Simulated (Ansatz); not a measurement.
Crystal: ZnIr.

```
Ir Zn
1.0
     2.77718    0.00000    0.00000
    -1.38859    2.40511    0.00000
     0.00000    0.00000    4.16386
Ir Zn
1 1
Direct
  0.00000 0.00000 0.00000
  0.66667 0.33333 0.50000
```

The cell comes from a database or a generator and needn't be the stable form of this composition.

| Property | Result |
| --- | --- |
| Program | Ansatz 0.2.0 |
| Task | relaxation of cell and atoms |
| Functional | PBE |
| Potentials or basis | Ansatz PAW |
| Cutoff | 420 eV (not typed: the program's choice for these potentials) |
| k mesh | 11 × 11 × 7 |
| Occupations | fermi-dirac, width 0.05 eV |
| Spin | no spin polarisation |

At the start: volume 13.91 Å³/atom.

Question: How do energy, volume and symmetry change on relaxing?

Answer: It ends after 5 steps and the volume is 14.21 Å³/atom (+2.2 %); space group P-6m2 (No. 187, to 0.05 Å).

Step by step:
| step | energy change (eV) | largest force (eV/Å) | volume (Å³) |
| --- | --- | --- | --- |
| 1 | 0.0000 | 0.0000 | 27.81 |
| 2 | -0.0084 | 0.0000 | 28.70 |
| 3 | -0.0108 | 0.0000 | 28.43 |
| 4 | -0.0108 | 0.0000 | 28.41 |
| 5 | -0.0113 | 0.0000 | 28.41 |

Final structure:
```
CELL_PARAMETERS angstrom
2.78558 0.00000 0.00000
-1.39279 2.41238 0.00000
0.00000 0.00000 4.22828
ATOMIC_POSITIONS crystal
Ir 0.00000 0.00000 0.00000
Zn 0.66667 0.33333 0.50000
```

Caveat: the plane-wave basis is chosen anew once the cell has moved, so the energies of steps on either side of that aren't comparable.
